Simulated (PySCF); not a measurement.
**GeCl at other levels of theory**

Starting from one script, swap the method and compare what comes out for GeCl.

The runs use PySCF 2.14.0; method and basis as typed in the scripts.

4 further runs of the same task are left out: 4 that didn't finish.

### 1 The system as given

GeCl: 2 atoms, charge 0, spin multiplicity 2.

Bond lengths: Ge1–Cl2 2.023 Å.

### 2 The base run

File input.py:

```python
from pyscf import gto, scf, mcscf, mrpt

mol = gto.M(
    atom='Ge 0 0 0; Cl 0 0 2.023',
    basis='sbkjc',
    ecp={'Ge': 'sbkjc', 'Cl': 'sbkjc'},
    charge=0,
    spin=1,
    verbose=3,
)
mf = scf.ROHF(mol)
mf = mf.density_fit(auxbasis='def2-universal-jkfit')
mf.kernel()
mc = mcscf.CASSCF(mf, 5, 5)
mc.kernel()
mc.analyze()
mrpt.NEVPT(mc).kernel()
mf.dip_moment()
print('orbital energies (hartree):', mf.mo_energy[..., max(0, mol.nelec[1]-3):mol.nelec[0]+3].round(4))
```

Started as:

```
python input.py
```

What it wrote:

```text
converged SCF energy = -18.3712793402826
CASSCF energy = -18.3924672212635
CASCI E = -18.3924672212635  E(CI) = -5.70486120292899  S^2 = 0.7500000
Sr    (-1)',   E = -0.00115754666800
Si    (+1)',   E = -0.00269014812102
Sijrs (0)  ,   E = -0.00549384400235
Sijr  (+1) ,   E = -0.00387520180121
Srsi  (-1) ,   E = -0.00360687400926
Srs   (-2) ,   E = -0.00154698010298
Sij   (+2) ,   E = -0.00255449044522
Sir   (0)' ,   E = -0.01126760120105
Nevpt2 Energy = -0.032192686351099
Dipole moment(X, Y, Z, Debye):  0.00000, -0.00000, -1.91090
orbital energies (hartree): [-0.4923 -0.4879 -0.432  -0.1126 -0.001   0.0998  0.2362]
```

Run time: 3.3 s. Hardware: 1 thread, shared host.

In short: E(SCF) = -18.371279 Eh, E(CAS) − E(SCF) = -0.02119 Eh, NEVPT2 = -0.03219 Eh, μ = 1.91 D (of the SCF density).

The bond length is a typed value, not an optimised one.

### 3 Gradient

Run 1 changes step after the SCF: nevpt2 → gradient.

Edit input.py of step 2 so:

```diff
@@ -1,2 +1,2 @@
-from pyscf import gto, scf, mcscf, mrpt
+from pyscf import gto, scf
 
@@ -13,6 +13,3 @@
 mf.kernel()
-mc = mcscf.CASSCF(mf, 5, 5)
-mc.kernel()
-mc.analyze()
-mrpt.NEVPT(mc).kernel()
+mf.nuc_grad_method().kernel()
 mf.dip_moment()
```

Started as:

```
python input.py
```

What it wrote:

```text
converged SCF energy = -18.3712793402826
--------------- DFROHF gradients ---------------
         x                y                z
0 Ge     0.0000000000     0.0000000000     0.1041711642
1 Cl     0.0000000000    -0.0000000000    -0.1041711642
----------------------------------------------
Dipole moment(X, Y, Z, Debye):  0.00000, -0.00000, -1.91090
orbital energies (hartree): [-0.4923 -0.4879 -0.432  -0.1126 -0.001   0.0998  0.2362]
```

It took 1.4 s on 1 thread, shared host.

This run: E(SCF) = -18.371279 Eh (no change), μ = 1.91 D, gradient on the second atom -0.1042 Eh/bohr.

### 4 UHF

Run 2 changes SCF type: ROHF → UHF.

Edit input.py of step 2 so:

```diff
@@ -10,3 +10,3 @@
 )
-mf = scf.ROHF(mol)
+mf = scf.UHF(mol)
 mf = mf.density_fit(auxbasis='def2-universal-jkfit')
@@ -18,2 +18,2 @@
 mf.dip_moment()
-print('orbital energies (hartree):', mf.mo_energy[..., max(0, mol.nelec[1]-3):mol.nelec[0]+3].round(4))
+print('orbital energies (hartree):', [e[max(0, n-3):n+3].round(4) for e, n in zip(mf.mo_energy, mol.nelec)])
```

Started as:

```
python input.py
```

What it wrote:

```text
WARN: HOMO 0.0157347470551973 >= LUMO 0.0157347470551973

converged SCF energy = -18.371844137921  <S^2> = 0.75286231  2S+1 = 2.0028603
CASSCF energy = -18.3924672181595
CASCI E = -18.3924672181595  E(CI) = -5.70507262924543  S^2 = 0.7500000
Sr    (-1)',   E = -0.00115717649215
Si    (+1)',   E = -0.00268913470650
Sijrs (0)  ,   E = -0.00549420958976
Sijr  (+1) ,   E = -0.00387555934676
Srsi  (-1) ,   E = -0.00360604351184
Srs   (-2) ,   E = -0.00154684833617
Sij   (+2) ,   E = -0.00255447400282
Sir   (0)' ,   E = -0.01126760842208
Nevpt2 Energy = -0.032191054408079
Dipole moment(X, Y, Z, Debye):  0.00000,  0.00000, -1.89385
orbital energies (hartree): [array([-0.4882, -0.4461, -0.2825, -0.0105,  0.0939,  0.2185]), array([-0.4879, -0.4796, -0.4153,  0.0085,  0.0418,  0.106 ])]
```

It took 3.4 s on 1 thread, shared host.

This run: E(SCF) = -18.371844 Eh (-0.0154 eV from the base), E(CAS) − E(SCF) = -0.02062 Eh, NEVPT2 = -0.03219 Eh, ⟨S²⟩ = 0.753, μ = 1.89 D (of the SCF density).

### 5 MP2 (UHF)

Run 3 changes step after the SCF: nevpt2 → mp2; SCF type: ROHF → UHF.

File input.py:

```python
from pyscf import gto, scf, mp

mol = gto.M(
    atom='Ge 0 0 0; Cl 0 0 2.023',
    basis='sbkjc',
    ecp={'Ge': 'sbkjc', 'Cl': 'sbkjc'},
    charge=0,
    spin=1,
    verbose=3,
)
mf = scf.UHF(mol)
mf = mf.density_fit(auxbasis='def2-universal-jkfit')
mf.kernel()
mp.MP2(mf).kernel()
mf.dip_moment()
print('orbital energies (hartree):', [e[max(0, n-3):n+3].round(4) for e, n in zip(mf.mo_energy, mol.nelec)])
```

Started as:

```
python input.py
```

What it wrote:

```text
WARN: HOMO 0.0157347470551973 >= LUMO 0.0157347470551973

converged SCF energy = -18.371844137921  <S^2> = 0.75286231  2S+1 = 2.0028603
E(DFUMP2) = -18.4246615936939  E_corr = -0.0528174557729268
E(SCS-DFUMP2) = -18.4258733177257  E_corr = -0.0540291798047365
Dipole moment(X, Y, Z, Debye):  0.00000,  0.00000, -1.89385
orbital energies (hartree): [array([-0.4882, -0.4461, -0.2825, -0.0105,  0.0939,  0.2185]), array([-0.4879, -0.4796, -0.4153,  0.0085,  0.0418,  0.106 ])]
```

Wall time 0.87 s (1 thread, shared host).

This run: E(SCF) = -18.371844 Eh (-0.0154 eV from the base), E(MP2) − E(SCF) = -0.05282 Eh, ⟨S²⟩ = 0.753, μ = 1.89 D (of the SCF density).

### 6 R2scan (ROKS)

Run 4 changes functional: none (Hartree–Fock) → r2scan; SCF type: ROHF → ROKS; step after the SCF: nevpt2 → analyze.

File input.py:

```python
from pyscf import gto, dft

mol = gto.M(
    atom='Ge 0 0 0; Cl 0 0 2.023',
    basis='sbkjc',
    ecp={'Ge': 'sbkjc', 'Cl': 'sbkjc'},
    charge=0,
    spin=1,
    verbose=3,
)
mf = dft.ROKS(mol, xc='r2scan')
mf = mf.density_fit(auxbasis='def2-universal-jkfit')
mf.kernel()
mf.mulliken_pop()
mf.dip_moment()
print('orbital energies (hartree):', mf.mo_energy[..., max(0, mol.nelec[1]-3):mol.nelec[0]+3].round(4))
```

Started as:

```
python input.py
```

What it wrote:

```text
converged SCF energy = -18.7314435553184
 ** Mulliken pop  **
pop of  0 Ge 4s           1.74464
pop of  0 Ge 5s           0.30745
pop of  0 Ge 4px          0.71817
pop of  0 Ge 4py          0.31036
pop of  0 Ge 4pz          0.57870
pop of  0 Ge 5px          0.17888
pop of  0 Ge 5py          0.05248
pop of  0 Ge 5pz         -0.04163
pop of  1 Cl 3s           1.52001
pop of  1 Cl 4s           0.42652
pop of  1 Cl 3px          1.34552
pop of  1 Cl 3py          1.28468
pop of  1 Cl 3pz          1.22247
pop of  1 Cl 4px          0.55688
pop of  1 Cl 4py          0.55303
pop of  1 Cl 4pz          0.24185
 ** Mulliken atomic charges  **
charge of    0Ge =      0.15095
charge of    1Cl =     -0.15095
Dipole moment(X, Y, Z, Debye):  0.00000,  0.00000, -1.04385
orbital energies (hartree): [-0.3438 -0.3351 -0.31   -0.1321 -0.1218  0.001   0.1663]
```

It took 2.5 s on 1 thread, shared host.

This run: E(SCF) = -18.731444 Eh, μ = 1.04 D.

### 7 Bhandhlyp (ROKS)

Run 5 changes functional: none (Hartree–Fock) → bhandhlyp; SCF type: ROHF → ROKS; step after the SCF: nevpt2 → analyze.

File input.py:

```python
from pyscf import gto, dft

mol = gto.M(
    atom='Ge 0 0 0; Cl 0 0 2.023',
    basis='sbkjc',
    ecp={'Ge': 'sbkjc', 'Cl': 'sbkjc'},
    charge=0,
    spin=1,
    verbose=3,
)
mf = dft.ROKS(mol, xc='bhandhlyp')
mf = mf.density_fit(auxbasis='def2-universal-jkfit')
mf.kernel()
mf.mulliken_pop()
mf.dip_moment()
print('orbital energies (hartree):', mf.mo_energy[..., max(0, mol.nelec[1]-3):mol.nelec[0]+3].round(4))
```

Started as:

```
python input.py
```

What it wrote:

```text
converged SCF energy = -18.6550043721381
 ** Mulliken pop  **
pop of  0 Ge 4s           1.72906
pop of  0 Ge 5s           0.31481
pop of  0 Ge 4px          0.13958
pop of  0 Ge 4py          0.85191
pop of  0 Ge 4pz          0.57096
pop of  0 Ge 5px          0.01127
pop of  0 Ge 5py          0.20912
pop of  0 Ge 5pz         -0.04138
pop of  1 Cl 3s           1.51322
pop of  1 Cl 4s           0.42704
pop of  1 Cl 3px          1.27502
pop of  1 Cl 3py          1.36372
pop of  1 Cl 3pz          1.22464
pop of  1 Cl 4px          0.57998
pop of  1 Cl 4py          0.56938
pop of  1 Cl 4pz          0.26165
 ** Mulliken atomic charges  **
charge of    0Ge =      0.21466
charge of    1Cl =     -0.21466
Dipole moment(X, Y, Z, Debye):  0.00000,  0.00000, -1.55690
orbital energies (hartree): [-0.4181 -0.4171 -0.3768 -0.1289 -0.0761  0.0326  0.17  ]
```

Wall time 1.7 s (1 thread, shared host).

This run: E(SCF) = -18.655004 Eh, μ = 1.56 D.

### 8 Comparison

```csv
run,E(SCF) (hartree),from base (eV),SCF dipole (D),after the SCF
base,-18.371279,0,1.91,"NEVPT2 correlation -1.453 eV (from the SCF energy, the CASSCF gain included)"
gradient,-18.371279,0.0000,1.91,n/a
UHF,-18.371844,-0.0154,1.89,"NEVPT2 correlation -1.437 eV (from the SCF energy, the CASSCF gain included)"
MP2 (UHF),-18.371844,-0.0154,1.89,MP2 correlation -1.437 eV
r2scan (ROKS),-18.731444,not comparable,1.04,n/a
bhandhlyp (ROKS),-18.655004,not comparable,1.56,n/a
```

Wall time on 1 thread, shared host, start-up included: base 3.3 s; gradient 1.4 s; UHF 3.4 s; MP2 (UHF) 0.87 s; r2scan (ROKS) 2.5 s; bhandhlyp (ROKS) 1.7 s.

**Reading.** A lower total energy from another functional means nothing by itself.
